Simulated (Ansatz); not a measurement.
# C3H10AlN: up Jacob's ladder to CCSD(T)

An exercise on one series of results from a longer session: the logs are not shown, and one member is left open.

Computed with Ansatz 0.2.0, Gaussian basis. Level: functionals in def2-TZVPP, the program's frozen cores in correlated methods.

Plan: PBE-D4, r2SCAN-D4, PBE0-D4, B3LYP-D4, ωB97X-V, ωB97M-V, B2PLYP; CCSD(T)/def2-TZVPP; MP2/def2-QZVPP; extrapolation to the limit.

## The relaxed structure

An earlier PBE0-D4 in a triple-zeta def2 set relaxation fixed the geometry.

15 atoms, charge 0, spin multiplicity 1.

Atoms are counted from 1 here; the program's logs count them from 0.

Bond lengths: C1–C2 1.524 Å, C1–H6 1.093 Å, C1–H7 1.094 Å, C1–H8 1.094 Å, C2–C3 1.507 Å, C2–H9 1.094 Å, C2–H10 1.098 Å, C3–N4 1.529 Å, C3–Al5 1.957 Å, C3–H11 1.091 Å, N4–Al5 1.997 Å, N4–H12 1.012 Å, N4–H13 1.011 Å, Al5–H14 1.589 Å, Al5–H15 1.591 Å. Angles: C2–C1–H6 111.6°, C2–C1–H7 110.8°, C2–C1–H8 111.8°, H6–C1–H7 107.9°, H6–C1–H8 107.2°, H7–C1–H8 107.4°, C1–C2–C3 114.7°, C1–C2–H9 109.6°, C1–C2–H10 109.9°, C3–C2–H9 107.5°, C3–C2–H10 109.6°, H9–C2–H10 105.1°, C2–C3–N4 112.9°, C2–C3–Al5 128.3°, C2–C3–H11 111.6°, N4–C3–Al5 68.7°, N4–C3–H11 107.5°, Al5–C3–H11 116.8° and more.

The first run:

Contents of in.yaml:

```yaml
crystal:
  periodic: [false, false, false]
  atoms:
    - {symbol: C, position_ang: [-1.266816, 0.730128, 1.416222]}
    - {symbol: C, position_ang: [-0.392853, 1.023272, 0.202720]}
    - {symbol: C, position_ang: [0.725084, 0.037736, -0.022082]}
    - {symbol: N, position_ang: [0.223289, -1.354255, -0.407766]}
    - {symbol: Al, position_ang: [1.498108, -0.552913, -1.719917]}
    - {symbol: H, position_ang: [-2.065930, 1.467665, 1.524393]}
    - {symbol: H, position_ang: [-0.673239, 0.741312, 2.334536]}
    - {symbol: H, position_ang: [-1.741821, -0.253418, 1.346016]}
    - {symbol: H, position_ang: [0.058405, 2.014929, 0.307071]}
    - {symbol: H, position_ang: [-1.015629, 1.084953, -0.698996]}
    - {symbol: H, position_ang: [1.349185, -0.072128, 0.866495]}
    - {symbol: H, position_ang: [-0.765163, -1.364667, -0.625447]}
    - {symbol: H, position_ang: [0.421478, -2.081243, 0.265649]}
    - {symbol: H, position_ang: [2.908145, -1.285749, -1.703626]}
    - {symbol: H, position_ang: [0.715956, -0.186322, -3.055969]}
basis:
  gaussian: {orbitals: def2-TZVPP}
hamiltonian: {xc: pbe, dispersion: d4}
output: {forces: true, orbitals: {seedname: orbitals}}
```

Run with:

```console
$ ansatz run in.yaml --threads 4 --pin off --events-out ev --progress --plain --max-ram 10444MiB
```

Among the steps run: PBE-D4 (GGA); r2SCAN-D4 (meta-GGA); PBE0-D4 (hybrid); B3LYP-D4 (hybrid); ωB97X-V (range-separated); ωB97M-V (range-separated); B2PLYP (double hybrid); CCSD(T) in def2-TZVPP; MP2 in def2-QZVPP.

One of the session's tables, all rows but one given; the rest of the session is left out.

| method | atomisation energy (kJ/mol) |
| --- | --- |
| PBE-D4 | 5428.3 |
| r2SCAN-D4 | 5357.0 |
| PBE0-D4 | 5365.1 |
| B3LYP-D4 | 5362.3 |
| ωB97X-V | 5374.4 |
| ωB97M-V | 5374.2 |
| B2PLYP | 5296.7 |
| HF/def2-TZVPP | 3942.0 |
| MP2/def2-TZVPP | 5260.9 |
| CCSD/def2-TZVPP | ? |
| CCSD(T)/def2-TZVPP | 5227.9 |
| MP2/CBS | 5388.4 |
| CCSD(T)/CBS | 5355.4 |

Q: Estimate the row for CCSD/def2-TZVPP from the others.

**Answer.** atomisation energy (kJ/mol): 5163.4. In the column «atomisation energy (kJ/mol)» it lies between HF/def2-TZVPP (3942.0) and CCSD(T)/def2-TZVPP (5227.9).

To keep in mind: Free atoms (3 C, 1 N, 1 Al, 10 H) were run apart at each level; the atomisation energy is their sum less the molecule, without zero-point or spin-orbit terms.
